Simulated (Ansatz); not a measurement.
From input file to script: F2ISn, SMILES [F][Sn]([F])[I] in Ansatz 0.2.0.

```yaml
crystal:
  periodic: [false, false, false]
  atoms:
    - { symbol: F, position_ang: [-0.8024, -0.5201, 1.6843] }
    - { symbol: Sn, position_ang: [0.2843, 0.3575, 0.3375] }
    - { symbol: F, position_ang: [1.69, -0.8565, -0.1569] }
    - { symbol: I, position_ang: [-1.1165, 0.9587, -1.8852] }
basis:
  gaussian:
    orbitals: def2-SVP
hamiltonian:
  xc: pbe0
magnetization:
  spin_polarized: true
  initial_magnetization: 1.0
relax:
  f_tol: 0.01
```

`opt_f2isn.py`
```python
import argparse
import warnings

import ansatz as az
import numpy as np

parser = argparse.ArgumentParser(description="Minimum-energy structure of F2ISn.")
parser.add_argument("--basis-set", required=True, help="Gaussian basis set")
parser.add_argument("--functional", required=True, help="exchange-correlation functional")
args = parser.parse_args()


def main() -> None:
    warnings.simplefilter("ignore", az.DeckWarning)

    molecule = (
        az.Crystal.molecule()
        .atom("F", [-0.8024, -0.5201, 1.6843])
        .atom("Sn", [0.2843, 0.3575, 0.3375])
        .atom("F", [1.69, -0.8565, -0.1569])
        .atom("I", [-1.1165, 0.9587, -1.8852])
    )

    calc = (
        molecule.calculation()
        .basis(gaussian=args.basis_set)
        .functional(args.functional)
        .spin("collinear", total=1)
    )
    symbols = [site.symbol for site in molecule.cartesian_sites]
    start = np.array([site.position_ang for site in molecule.cartesian_sites], dtype=float)
    r = calc.relax(force_tolerance=0.01).run(threads=1, backend="cpu").report
    end = np.array(r["positions_ang"])

    print(f"E = {r['free_energy_ev']:.6f} eV = {r['free_energy_ev'] / 27.211386246:.7f} Ha")
    print("converged:", r["converged"], " doubts:", r["published_state_doubts"] or "none")

    print("final positions (A) and the move of each atom")
    for symbol, xyz, old in zip(symbols, end, start):
        print(f"{symbol:2s} {xyz[0]:10.5f} {xyz[1]:10.5f} {xyz[2]:10.5f}   {np.linalg.norm(xyz - old):7.4f}")


if __name__ == "__main__":
    main()
```

```console
$ python opt_f2isn.py --basis-set def2-SVP --functional pbe0
E = -19358.994364 eV = -711.4299209 Ha
converged: True  doubts: none
final positions (A) and the move of each atom
F    -0.76514   -0.54743    1.62424    0.0758
Sn    0.31337    0.41827    0.33292    0.0675
F     1.67393   -0.89920   -0.08724    0.0833
I    -1.16676    0.96797   -1.89023    0.0514
```

Total energies depend on the basis set; only differences at equal settings carry meaning. The end point is the stationary point reached from this start; no frequency run checks that it is a minimum, and the basis set is modest. The species is open-shell (spin multiplicity 2). Run time: 59 s on 1 thread of Arm Neoverse N1 (shared host), peak memory 0.34 GiB.

(Lines on the test bed's own set-up are left out of the output.)
